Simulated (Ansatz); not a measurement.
# C₂H₆InNO: a ladder of functionals and wavefunction methods

One table from this session's results is given with a row withheld; the runs are named, their logs left out.

Method: functionals in def2-TZVPP, the program's frozen cores in correlated methods; program: Ansatz 0.2.0, Gaussian basis.

Levels to be run: LDA (SPW92), PBE-D4, revPBE-D4, BLYP-D4, r2SCAN-D4, B97M-V, PBE0-D4, B3LYP-D4, r2SCANh-D4, r2SCAN0-D4, HSE06-D4, BHLYP-D4, CAM-B3LYP-D4, LC-ωPBE, ωB97X-V, ωB97M-V, B2PLYP, PBE-QIDH; CCSD(T)/def2-SVP; CCSD(T)/def2-TZVPP; MP2/def2-QZVPP; extrapolation to the limit; RPA on PBE.

## The geometry

An earlier PBE0-D4 in a triple-zeta def2 set relaxation fixed the geometry. In takes the def2 core potential; no spin-orbit term is included.

SMILES `[CH3][In]([NH2])[CH]=O`, 11 atoms, charge 0, spin multiplicity 1.

Atoms are counted from 1 here; the program's logs count them from 0.

Bond lengths: C1–In2 2.142 Å, C1–H6 1.090 Å, C1–H7 1.091 Å, C1–H8 1.090 Å, In2–N3 2.019 Å, In2–C4 2.225 Å, N3–H9 1.007 Å, N3–H10 1.007 Å, C4–O5 1.202 Å, C4–H11 1.121 Å. Angles: In2–C1–H6 110.1°, In2–C1–H7 109.7°, In2–C1–H8 110.4°, H6–C1–H7 108.9°, H6–C1–H8 109.4°, H7–C1–H8 108.3°, C1–In2–N3 118.2°, C1–In2–C4 130.7°, N3–In2–C4 111.1°, In2–N3–H9 124.8°, In2–N3–H10 124.5°, H9–N3–H10 110.7°, In2–C4–O5 122.8°, In2–C4–H11 118.7°, O5–C4–H11 118.5°.

Geometry (Å):

```
C    -0.6437    1.0220    1.6382
In    0.0037   -0.0484   -0.1011
N     1.8874   -0.7732   -0.1297
C    -1.0708   -0.5369   -1.9877
O    -2.1913   -0.1661   -2.2128
H     0.2154    1.2971    2.2503
H    -1.3124    0.3933    2.2283
H    -1.1862    1.9224    1.3498
H     2.2910   -1.2928   -0.8915
H     2.5517   -0.6653    0.6193
H    -0.5448   -1.1521   -2.7631
```

Set-up of the first run:

in.yaml reads:

```yaml
crystal:
  periodic: [false, false, false]
  atoms:
    - {symbol: C, position_ang: [-0.643651, 1.021992, 1.638241]}
    - {symbol: In, position_ang: [0.003692, -0.048417, -0.101097]}
    - {symbol: N, position_ang: [1.887428, -0.773178, -0.129705]}
    - {symbol: C, position_ang: [-1.070770, -0.536869, -1.987719]}
    - {symbol: O, position_ang: [-2.191297, -0.166147, -2.212846]}
    - {symbol: H, position_ang: [0.215401, 1.297113, 2.250327]}
    - {symbol: H, position_ang: [-1.312373, 0.393313, 2.228346]}
    - {symbol: H, position_ang: [-1.186248, 1.922372, 1.349798]}
    - {symbol: H, position_ang: [2.291034, -1.292807, -0.891489]}
    - {symbol: H, position_ang: [2.551661, -0.665317, 0.619252]}
    - {symbol: H, position_ang: [-0.544847, -1.152055, -2.763097]}
basis:
  gaussian: {orbitals: def2-TZVPP}
hamiltonian: {xc: lda}
output: {orbitals: {seedname: orbitals}}
```

On the command line:

```console
$ ansatz run in.yaml --threads 4 --pin off --events-out ev --progress --plain --max-ram 10444MiB
```

Among the steps run: LDA; PBE-D4 (GGA); revPBE-D4 (GGA); BLYP-D4 (GGA); r2SCAN-D4 (meta-GGA); B97M-V (meta-GGA); PBE0-D4 (hybrid); B3LYP-D4 (hybrid); r2SCANh-D4 (hybrid); r2SCAN0-D4 (hybrid); HSE06-D4 (hybrid); BHLYP-D4 (hybrid); CAM-B3LYP-D4 (range-separated); LC-ωPBE (range-separated); ωB97X-V (range-separated); ωB97M-V (range-separated); B2PLYP (double hybrid); PBE-QIDH (double hybrid).

One table of the session follows, with a row left open; its other results are not shown here.

It belongs to the step «Orbital energies across the functionals». 

| functional | HOMO (eV) | LUMO (eV) | gap (eV) |
| --- | --- | --- | --- |
| LDA (SPW92) | -5.12 | -2.98 | 2.13 |
| PBE-D4 | -4.94 | -2.70 | 2.24 |
| revPBE-D4 | ? | ? | ? |
| BLYP-D4 | -4.85 | -2.59 | 2.26 |
| r2SCAN-D4 | -5.16 | -2.53 | 2.62 |
| B97M-V | -5.22 | -2.51 | 2.71 |
| PBE0-D4 | -6.21 | -1.73 | 4.48 |
| B3LYP-D4 | -6.03 | -1.99 | 4.04 |
| r2SCANh-D4 | -5.64 | -2.17 | 3.47 |
| r2SCAN0-D4 | -6.38 | -1.64 | 4.73 |
| HSE06-D4 | -5.82 | -2.10 | 3.71 |
| BHLYP-D4 | -7.45 | -0.84 | 6.61 |
| CAM-B3LYP-D4 | -7.55 | -0.72 | 6.83 |
| LC-ωPBE | -8.78 | 0.44 | 9.22 |
| ωB97X-V | -8.48 | 0.32 | 8.79 |
| ωB97M-V | -8.40 | 0.11 | 8.52 |

**Question.** Estimate the row for revPBE-D4.

The run gave: HOMO (eV): -4.88; LUMO (eV): -2.59; gap (eV): 2.29. In the column «HOMO (eV)» it lies between PBE-D4 (-4.94) and BLYP-D4 (-4.85).
